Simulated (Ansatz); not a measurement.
Predict the output of the script below (Ansatz's Python interface).

Script `disp_ch3bfno.py`:
```python
"""Dispersion corrections for CH3BFNO."""

import ansatz as az
from ase import Atoms


def main() -> None:
    atoms = Atoms(["N", "C", "F", "B", "O", "H", "H", "H"], positions=[
        (-0.3985, 0.9833, 0.3368),
        (0.1664, -0.0871, -0.3798),
        (0.0514, -0.1112, -1.7728),
        (0.483, -1.3931, 0.4268),
        (1.4289, -0.3573, 0.0665),
        (-1.4705, 1.0121, 0.1137),
        (-0.0527, 1.9115, -0.0968),
        (-0.1159, -2.0153, 1.2498),
    ])
    ch3bfno = az.Crystal.molecule_from_ase(atoms)

    job = ch3bfno.calculation().basis(gaussian="def2-SVP")
    for name in ["revpbe", "pbe"]:
        for correction in ("d3bj", "d4"):
            report = job.functional(name, dispersion=correction).run(threads=1, pin="off").report
            print(f"{name:8s} {correction:5s} total {report['free_energy_ev']:.5f} eV, of which dispersion {1000 * report['dispersion']['energy']['ev']:.2f} meV")


if __name__ == "__main__":
    main()
```

Output of `python disp_ch3bfno.py`:
```text
revpbe   d3bj  total -8006.41237 eV, of which dispersion -317.65 meV
revpbe   d4    total -8006.55006 eV, of which dispersion -455.34 meV
pbe      d3bj  total -7999.85291 eV, of which dispersion -120.22 meV
pbe      d4    total -7999.85798 eV, of which dispersion -125.29 meV
```

What to keep in mind:
- Total energies depend on the basis set; only differences at equal settings carry meaning.
- The geometry is a force-field or estimated start, not a minimum of this method, and the basis set is short of its limit. D4 holds the three-body term, and d3bj doesn't.
- Timing: 9.1 s on 1 thread of Arm Neoverse V1 (shared host), peak memory 0.18 GiB.
